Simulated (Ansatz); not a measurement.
# CH₆BClOSi: one species, many methods

Aim: compute CH₆BClOSi with functionals from several rungs and with coupled cluster. The yardstick is the atomisation energy at the CCSD(T) limit.

Program: Ansatz 0.2.0, Gaussian basis. Level of theory: functionals in def2-TZVPP, the program's frozen cores in correlated methods. These are calculated values, not measurements.

Plan: PBE-D4, r2SCAN-D4, PBE0-D4, B3LYP-D4, ωB97X-V, ωB97M-V, B2PLYP; CCSD(T)/def2-TZVPP; MP2/def2-QZVPP; extrapolation to the limit.

## (1) Structure used throughout

All runs share one geometry, relaxed beforehand with PBE0-D4 in a triple-zeta def2 set.

SMILES `CB(Cl)[SiH2]O`, 11 atoms, charge 0, spin multiplicity 1.

Atoms are counted from 1 here; the program's logs count them from 0.

Bond lengths: C1–B2 1.552 Å, C1–H6 1.101 Å, C1–H7 1.093 Å, C1–H8 1.091 Å, B2–Cl3 1.761 Å, B2–Si4 2.024 Å, Si4–O5 1.657 Å, Si4–H9 1.486 Å, Si4–H10 1.495 Å, O5–H11 0.957 Å. Angles: B2–C1–H6 106.7°, B2–C1–H7 112.2°, B2–C1–H8 114.4°, H6–C1–H7 105.6°, H6–C1–H8 107.1°, H7–C1–H8 110.2°, C1–B2–Cl3 119.4°, C1–B2–Si4 126.0°, Cl3–B2–Si4 114.5°, B2–Si4–O5 114.2°, B2–Si4–H9 109.4°, B2–Si4–H10 108.5°, O5–Si4–H9 105.4°, O5–Si4–H10 110.8°, H9–Si4–H10 108.4°, Si4–O5–H11 117.6°.

## (2) PBE-D4 (GGA)

in.yaml

```yaml
crystal:
  periodic: [false, false, false]
  atoms:
    - {symbol: C, position_ang: [-1.023607, -1.160034, 0.739736]}
    - {symbol: B, position_ang: [0.303130, -0.354665, 0.774619]}
    - {symbol: Cl, position_ang: [1.341654, -0.457928, 2.193570]}
    - {symbol: Si, position_ang: [0.974830, 0.893385, -0.669840]}
    - {symbol: O, position_ang: [0.029546, 0.927371, -2.030575]}
    - {symbol: H, position_ang: [-1.825439, -0.461227, 1.023243]}
    - {symbol: H, position_ang: [-1.273645, -1.501432, -0.268455]}
    - {symbol: H, position_ang: [-1.062604, -1.996005, 1.440441]}
    - {symbol: H, position_ang: [2.313032, 0.440593, -1.130954]}
    - {symbol: H, position_ang: [1.115311, 2.262461, -0.086706]}
    - {symbol: H, position_ang: [-0.826807, 1.350379, -1.964578]}
basis:
  gaussian: {orbitals: def2-TZVPP}
hamiltonian: {xc: pbe, dispersion: d4}
output: {forces: true, orbitals: {seedname: orbitals}}
```

The run is started by

```bash
> ansatz run in.yaml --threads 4 --pin off --events-out ev --progress --plain --max-ram 10444MiB
```

Further steps of the session: r2SCAN-D4 (meta-GGA); PBE0-D4 (hybrid); B3LYP-D4 (hybrid); ωB97X-V (range-separated); ωB97M-V (range-separated); B2PLYP (double hybrid); CCSD(T) in def2-TZVPP; MP2 in def2-QZVPP.

Before running them: what should the planned runs give, taken together? Wanted: atomisation energy, CCSD(T)/CBS; farthest; mean size of error, hybrid; mean size of error, range-separated; gap, smallest and largest; T1 diagnostic; triples share of the correlation energy.

The runs gave:

| quantity | value |
| --- | --- |
| atomisation energy, CCSD(T)/CBS | 3974.3 kJ/mol |
| functionals within 19.9 kJ/mol (0.5 %) | PBE0-D4, B3LYP-D4, ωB97X-V, ωB97M-V |
| farthest | PBE-D4 (+51.6 kJ/mol) |
| mean size of error, hybrid | 3.2 kJ/mol |
| mean size of error, range-separated | 15.4 kJ/mol |
| gap, smallest and largest | 3.54 eV (PBE-D4), 10.32 eV (ωB97X-V) |
| T1 diagnostic | 0.0120 |
| triples share of the correlation energy | 3.7 % |

**Reading.** PBE-D4 misses by +51.6 kJ/mol. Double hybrids carry the basis error of their MP2 part in triple zeta, and no dispersion term here, so their miss is partly the set-up's. Misses under about 19.9 kJ/mol are within the doubt on the reference itself, which lacks core-valence correlation, relativity and higher excitations. Hartree-Fock recovers 75 % of the binding; the rest is correlation. Orbital gaps span 3.5 to 10.3 eV; exact exchange widens them.
